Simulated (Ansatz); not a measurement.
# Sn: the cost of one run

Program: Ansatz 0.2.0. Level of theory: DFT PBE, scalar-relativistic, plane waves, PAW. These are calculated values, not measurements.

### Step 1. The structure to begin with

Symmetry: Fd-3m, No. 227, cubic system. Conventional cell: a = 6.491 Å, b = 6.491 Å, c = 6.491 Å, α = 90.00°, β = 90.00°, γ = 90.00°. Around Sn (site symmetry -43m) lie 4 Sn at 2.81 Å.

As a file:

```cif
data_structure
_symmetry_space_group_name_H-M 'P 1'
_symmetry_Int_Tables_number 1
_cell_length_a 4.5900
_cell_length_b 4.5900
_cell_length_c 4.5900
_cell_angle_alpha 60.000
_cell_angle_beta 60.000
_cell_angle_gamma 60.000
_cell_volume 68.38
loop_
_atom_site_label
_atom_site_type_symbol
_atom_site_fract_x
_atom_site_fract_y
_atom_site_fract_z
_atom_site_occupancy
Sn1 Sn 0.50000 0.50000 0.50000 1
Sn2 Sn 0.75000 0.75000 0.75000 1
```

The cell is taken as given, not relaxed at this level.

### Step 2. The reference cell

Reference values: F = -12048.3764 eV; pressure 3.21 GPa; largest force 0.000 eV/Å; gap on the mesh none (metal). It was computed beforehand with the settings of the runs below.

### Step 3. Next: biaxial against axial strain

The cell is strained by p along both x and y and by q along z, with fractional coordinates fixed.

### Step 4. At p = -0.030, q = -0.030

File input.yaml:

```yaml
crystal:
  lattice:
    - [0.0, 3.148232, 3.148232]
    - [3.148232, 0.0, 3.148232]
    - [3.148232, 3.148232, 0.0]
  atoms:
    - { symbol: Sn, position: [0.5, 0.5, 0.5] }
    - { symbol: Sn, position: [0.75, 0.75, 0.75] }
basis:
  ecutwfc: 420
kpoints:
  mp_grid: { grid: [12, 12, 12] }
hamiltonian:
  xc: pbe
scf:
  occupations: { method: gaussian, width: 0.15 }
output:
  forces: true
  stress: true
  eigenvalues: true
```

The run is started by

```
$ ansatz run input.yaml --threads 1 --pin off --max-ram 2560MiB --backend cpu --events-out ev --progress --plain --runs-dir out
```

**Question.** How long does this run take on 1 thread of Intel Xeon Platinum 8259CL at 2.50GHz (Skylake/Cascade Lake), shared host, and how much memory does it need?

About 4.9 s, with a peak of 0.42 GiB.
